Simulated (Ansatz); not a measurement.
# C8H16FNOSiTi: small, medium and large basis sets

One table from this session's results is given with a row withheld; the runs are named, their logs left out.

Computed with Ansatz 0.2.0, Gaussian basis. Level: one geometry, several basis sets.

Levels to be run: PBE0-D4/def2-SVP; ωB97M-V/def2-SVP; PBE0-D4/def2-QZVPP; ωB97M-V/def2-QZVPP; the functionals' def2-TZVPP values are taken from earlier runs.

**Structure used throughout**

An earlier PBE0-D4 in a triple-zeta def2 set relaxation fixed the geometry.

SMILES `C[O][Ti]1234([F])([N](C)C)[C@@H]5[C@H]1[C@H]2[C@@]3([SiH3])[C@@H]54`, 29 atoms, charge 0, spin multiplicity 1.

Atoms are counted from 1 here; the program's logs count them from 0.

Bond lengths: C1–O2 1.400 Å, C1–H14 1.097 Å, C1–H15 1.096 Å, C1–H16 1.095 Å, O2–Ti3 1.816 Å, Ti3–F4 1.792 Å, Ti3–N5 1.888 Å, Ti3–C8 2.428 Å, Ti3–C9 2.392 Å, Ti3–C10 2.369 Å, Ti3–C11 2.388 Å, Ti3–C13 2.420 Å, N5–C6 1.438 Å, N5–C7 1.442 Å, C6–H17 1.101 Å, C6–H18 1.092 Å, C6–H19 1.099 Å, C7–H20 1.100 Å and more. Angles: O2–C1–H14 111.5°, O2–C1–H15 110.8°, O2–C1–H16 109.4°, H14–C1–H15 108.0°, H14–C1–H16 108.8°, H15–C1–H16 108.3°, C1–O2–Ti3 127.2°, O2–Ti3–F4 108.8°, O2–Ti3–N5 100.2°, O2–Ti3–C8 85.3°, O2–Ti3–C9 87.9°, O2–Ti3–C10 120.0°, O2–Ti3–C11 141.6°, O2–Ti3–C13 114.3°, F4–Ti3–N5 100.9°, F4–Ti3–C8 112.6°, F4–Ti3–C9 143.1°, F4–Ti3–C10 127.3° and more.

Set-up of the first run:

File in.yaml:

```yaml
crystal:
  periodic: [false, false, false]
  atoms:
    - {symbol: C, position_ang: [-3.269262, -0.900307, 0.053430]}
    - {symbol: O, position_ang: [-1.939946, -1.325428, 0.168655]}
    - {symbol: Ti, position_ang: [-0.454113, -0.447134, -0.397146]}
    - {symbol: F, position_ang: [-0.683147, 0.032107, -2.108494]}
    - {symbol: N, position_ang: [-0.694947, 1.210432, 0.473625]}
    - {symbol: C, position_ang: [-1.007641, 1.324089, 1.873112]}
    - {symbol: C, position_ang: [-0.183609, 2.433672, -0.092371]}
    - {symbol: C, position_ang: [0.656691, -2.593987, -0.168163]}
    - {symbol: C, position_ang: [0.825567, -1.872442, 1.035356]}
    - {symbol: C, position_ang: [1.597864, -0.732299, 0.751559]}
    - {symbol: C, position_ang: [1.905530, -0.723286, -0.636860]}
    - {symbol: Si, position_ang: [2.933052, 0.542561, -1.524900]}
    - {symbol: C, position_ang: [1.317041, -1.894583, -1.187402]}
    - {symbol: H, position_ang: [-3.372363, 0.165726, 0.291947]}
    - {symbol: H, position_ang: [-3.641720, -1.057311, -0.964989]}
    - {symbol: H, position_ang: [-3.895847, -1.477260, 0.741718]}
    - {symbol: H, position_ang: [-0.116521, 1.556472, 2.477073]}
    - {symbol: H, position_ang: [-1.437954, 0.393448, 2.248694]}
    - {symbol: H, position_ang: [-1.734997, 2.129273, 2.045963]}
    - {symbol: H, position_ang: [0.750639, 2.753841, 0.393074]}
    - {symbol: H, position_ang: [-0.912502, 3.246857, 0.027834]}
    - {symbol: H, position_ang: [0.007934, 2.315317, -1.160683]}
    - {symbol: H, position_ang: [0.064681, -3.488883, -0.287937]}
    - {symbol: H, position_ang: [0.396734, -2.131748, 1.992179]}
    - {symbol: H, position_ang: [1.893273, 0.025834, 1.462732]}
    - {symbol: H, position_ang: [2.279881, 0.982525, -2.784228]}
    - {symbol: H, position_ang: [4.269800, -0.017643, -1.860520]}
    - {symbol: H, position_ang: [3.123146, 1.714192, -0.629309]}
    - {symbol: H, position_ang: [1.322745, -2.164014, -2.233968]}
basis:
  gaussian: {orbitals: def2-SVP}
hamiltonian: {xc: pbe0, dispersion: d4}
output: {orbitals: {seedname: orbitals}}
```

The run is started by

```
> ansatz run in.yaml --threads 11 --pin off --events-out ev --progress --plain --max-ram 110592MiB --backend cuda --devices 0, --max-vram 75GiB
```

Among the steps run: PBE0-D4 in def2-SVP; ωB97M-V in def2-SVP; PBE0-D4 in def2-QZVPP; ωB97M-V in def2-QZVPP.

One of the session's tables, all rows but one given; the rest of the session is left out.

It belongs to the step «Functionals by basis». 

```
functional       basis  HOMO (eV)
   PBE0-D4    def2-SVP      -6.30
   PBE0-D4  def2-TZVPP      -6.35
   PBE0-D4  def2-QZVPP      -6.36
   ωB97M-V    def2-SVP          ?
   ωB97M-V  def2-TZVPP      -8.50
   ωB97M-V  def2-QZVPP      -8.51
```

Q: Estimate the row for ωB97M-V, def2-SVP from the others.

The run gave: HOMO (eV): -8.45. In the column «HOMO (eV)» it lies between ωB97M-V, def2-TZVPP (-8.50) and PBE0-D4, def2-QZVPP (-6.36).
